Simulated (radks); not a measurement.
# Valence configurations of Te²⁺

NIST gives [Kr] 4d10 5s2 5p2 as the ground configuration of Te²⁺. Does this level of theory agree? Several fillings of the valence shells are run.

Method: scalar-relativistic Kohn-Sham, PBEsol, spin-polarised, spherical densities, finite nucleus; open shells are filled with parallel spins first. Code: radks (a radial shooting solver on a logarithmic mesh, Libxc functionals) version 1.

**1. What is computed**

* element: tellurium (Z = 52)
* charge: +2
* electrons: 50
* configuration: [Kr] 4d10 5s2 5p2
* nuclear rms radius: 4.7423 fm
* others tried: 4d10 5s1.5 5p2.5; 4d10 5p4; 4d9.5 5s2 5p2.5; 4d8.5 5s2 5p3.5; 4d9 5s2 5p3; 4d9 5s1 5p4; 4d9 5p5; 4d8 5s2 5p4; 4d10 5s1 5p3

Outer shells as boxes (Hund's rule):

Te²⁺
```
[Kr] core
4d [↑↓][↑↓][↑↓][↑↓][↑↓]
5s [↑↓]
5p [↑ ][↑ ][  ]
```

**2. [Kr] 4d10 5s2 5p2**

The run's settings:

```text
Z 52
configuration [Kr] 4d10 5s2 5p2
relativity scalar-relativistic
functional pbe_sol,pbe_sol
spin polarised
nucleus finite rms 4.7423 fm
c 137.035999084
```

**3. [Kr] 4d10 5s1.5 5p2.5**

Changes since step 2:

```diff
@@ -1,3 +1,3 @@
 Z 52
-configuration [Kr] 4d10 5s2 5p2
+configuration [Kr] 4d10 5s1.5 5p2.5
 relativity scalar-relativistic
```

**4. [Kr] 4d10 5p4**

Changes since step 3:

```diff
@@ -1,3 +1,3 @@
 Z 52
-configuration [Kr] 4d10 5s1.5 5p2.5
+configuration [Kr] 4d10 5p4
 relativity scalar-relativistic
```

**5. [Kr] 4d9.5 5s2 5p2.5**

Changes since step 4:

```diff
@@ -1,3 +1,3 @@
 Z 52
-configuration [Kr] 4d10 5p4
+configuration [Kr] 4d9.5 5s2 5p2.5
 relativity scalar-relativistic
```

**6. [Kr] 4d8.5 5s2 5p3.5**

Changes since step 5:

```diff
@@ -1,3 +1,3 @@
 Z 52
-configuration [Kr] 4d9.5 5s2 5p2.5
+configuration [Kr] 4d8.5 5s2 5p3.5
 relativity scalar-relativistic
```

**7. [Kr] 4d9 5s2 5p3**

Changes since step 6:

```diff
@@ -1,3 +1,3 @@
 Z 52
-configuration [Kr] 4d8.5 5s2 5p3.5
+configuration [Kr] 4d9 5s2 5p3
 relativity scalar-relativistic
```

**8. [Kr] 4d9 5s1 5p4**

Changes since step 7:

```diff
@@ -1,3 +1,3 @@
 Z 52
-configuration [Kr] 4d9 5s2 5p3
+configuration [Kr] 4d9 5s1 5p4
 relativity scalar-relativistic
```

**9. [Kr] 4d9 5p5**

Changes since step 8:

```diff
@@ -1,3 +1,3 @@
 Z 52
-configuration [Kr] 4d9 5s1 5p4
+configuration [Kr] 4d9 5p5
 relativity scalar-relativistic
```

**10. [Kr] 4d8 5s2 5p4**

Changes since step 9:

```diff
@@ -1,3 +1,3 @@
 Z 52
-configuration [Kr] 4d9 5p5
+configuration [Kr] 4d8 5s2 5p4
 relativity scalar-relativistic
```

**11. [Kr] 4d10 5s1 5p3**

Changes since step 10:

```diff
@@ -1,3 +1,3 @@
 Z 52
-configuration [Kr] 4d8 5s2 5p4
+configuration [Kr] 4d10 5s1 5p3
 relativity scalar-relativistic
```

**Question.** What will these runs give? Wanted: for each run, valence; E − E(NIST configuration); moment; highest level; its energy; 1s shift.

The runs gave:

```
         valence  E − E(NIST configuration) (eV)  moment (μB)  highest level  its energy (eV)  1s shift (eV)
    4d10 5s2 5p2                           0.000            2          5p up          -23.103          +0.00
4d10 5s1.5 5p2.5                           4.119            3          5p up          -23.685          -0.61
    4d10 5s1 5p3                           7.826            4          5p up          -24.204          -1.17
 4d9.5 5s2 5p2.5                          19.310            3          5p up          -24.158          -4.62
        4d10 5p4                          21.190            2        5p down          -22.577          -2.84
     4d9 5s2 5p3                          39.636            4          5p up          -25.174          -9.28
     4d9 5s1 5p4                          50.810            4        5p down          -23.114         -10.68
 4d8.5 5s2 5p3.5                          62.344            4        5p down          -23.651         -14.11
         4d9 5p5                          63.982            2        5p down          -24.829         -12.14
     4d8 5s2 5p4                          86.055            4        5p down          -24.803         -18.97
```

What this shows: Theory agrees with NIST among these: the next, 4d10 5s1.5 5p2.5, lies 4.119 eV higher. The energies are those of spherical high-spin densities, not of single terms. The 1s eigenvalue shifts by up to 18.97 eV as the valence charge is rearranged.
